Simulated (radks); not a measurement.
**Br in [Ar] 3d10 4s1 4p6: an all-electron calculation**

The task here is to estimate one member of a computed series from the others.

The numbers are computed with radks (a radial shooting solver on a logarithmic mesh, Libxc functionals) version 1 (scalar-relativistic Kohn-Sham, XLYP, spin-polarised, spherical densities, finite nucleus; open shells are filled with parallel spins first), except any that are marked as measured or tabulated.

### Starting point

- element: bromine (Z = 35)
- charge: 0
- electrons: 35
- configuration: [Ar] 3d10 4s1 4p6
- nuclear rms radius: 4.1629 fm

The outer shells:

Br
```
[Ar] core
3d [↑↓][↑↓][↑↓][↑↓][↑↓]
4s [↑ ]
4p [↑↓][↑↓][↑↓]
```

Set-up of the first run:

Settings of this run:

```text
Z 35
configuration [Ar] 3d10 4s1 4p6
relativity scalar-relativistic
functional xlyp
spin polarised
nucleus finite rms 4.1629 fm
c 137.035999084
```

One of the session's tables, all rows but one given; the rest of the session is left out.

It belongs to the step «Shells». Radial moments (bohr):

| level | <r> | outermost maximum (interpolated) | 90 % within | nodes |
| --- | --- | --- | --- | --- |
| 1s up | 0.04274 | 0.0279 | 0.0764 | 0 |
| 1s down | 0.04274 | 0.0279 | 0.0764 | 0 |
| 2s up | 0.1895 | 0.159 | 0.293 | 1 |
| 2s down | 0.1895 | 0.159 | 0.293 | 1 |
| 2p up | 0.1654 | 0.127 | 0.270 | 0 |
| 2p down | 0.1654 | 0.127 | 0.270 | 0 |
| 3s up | 0.5516 | 0.484 | 0.821 | 2 |
| 3s down | ? | ? | ? | ? |
| 3p up | 0.5642 | 0.481 | 0.862 | 1 |
| 3p down | 0.5640 | 0.481 | 0.861 | 1 |
| 3d up | 0.5906 | 0.431 | 0.974 | 0 |
| 3d down | 0.5893 | 0.430 | 0.971 | 0 |
| 4s up | 1.650 | 1.41 | 2.46 | 3 |
| 4s down | 1.663 | 1.41 | 2.49 | 3 |
| 4p up | 2.053 | 1.64 | 3.18 | 2 |
| 4p down | 2.102 | 1.66 | 3.27 | 2 |

Q: Estimate the row for 3s down from the others.

**Answer.** <r>: 0.5514; outermost maximum (interpolated): 0.484; 90 % within: 0.821; nodes: 2. In the column «<r>» it lies between 2s down (0.1895) and 3s up (0.5516).
